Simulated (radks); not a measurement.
# W⁴⁺ in [Xe] 4f14 5d2: an all-electron calculation

Wanted: eigenvalues, radial structure and energy terms of the tungsten ion W4+.

Program: radks (a radial shooting solver on a logarithmic mesh, Libxc functionals) version 1. Level of theory: scalar-relativistic Kohn-Sham, LDA (Slater exchange, Perdew-Wang correlation), spin-polarised, spherical densities, finite nucleus; open shells are filled with parallel spins first. These are calculated values, not measurements, unless marked.

## (1) Starting point

* element: tungsten (Z = 74)
* charge: +4
* electrons: 70
* configuration: [Xe] 4f14 5d2
* nuclear rms radius: 5.3658 fm

The outer shells:

W⁴⁺
```
[Xe] core
4f [↑↓][↑↓][↑↓][↑↓][↑↓][↑↓][↑↓]
5d [↑ ][↑ ][  ][  ][  ]
```

## (2) The calculation

Settings of this run:

```text
Z 74
configuration [Xe] 4f14 5d2
relativity scalar-relativistic
functional lda,pw
spin polarised
nucleus finite rms 5.3658 fm
c 137.035999084
```

The run is started by

```console
python run_ks.py task.json out
```

This one command runs every case of the session in turn.

**Question.** What will this run give?

The runs gave:

| quantity | value |
| --- | --- |
| total energy | -16127.3606 hartree |
| exchange-correlation share of it | 1.93 % |
| −T/E | 1.1012 |
| highest occupied level | 5d up, -44.536 eV |
| most extended occupied level | 5d up, <r> = 1.66 bohr |
| radius at density 0.001 e/bohr³ | 3.14 bohr |
| maxima of the radial density | 4 |
| ionisation energy, NIST | 51.6 (semi-emp.) eV |

**Reading.** 5 principal shells are occupied and 4 maxima appear in the radial density; where shells overlap, one shows as a shoulder or not at all. −T/E is 1.101: with relativity the kinetic term as defined here no longer equals −E. The top level binds by 44.536 eV, 86 % of the NIST ionisation energy of 51.6 eV; the potential of a semilocal functional falls off too fast, so its top eigenvalue is too shallow. Open shells are spherical and high-spin; term and fine-structure splittings are not resolved. Spin-orbit splitting is averaged out at the scalar-relativistic level.
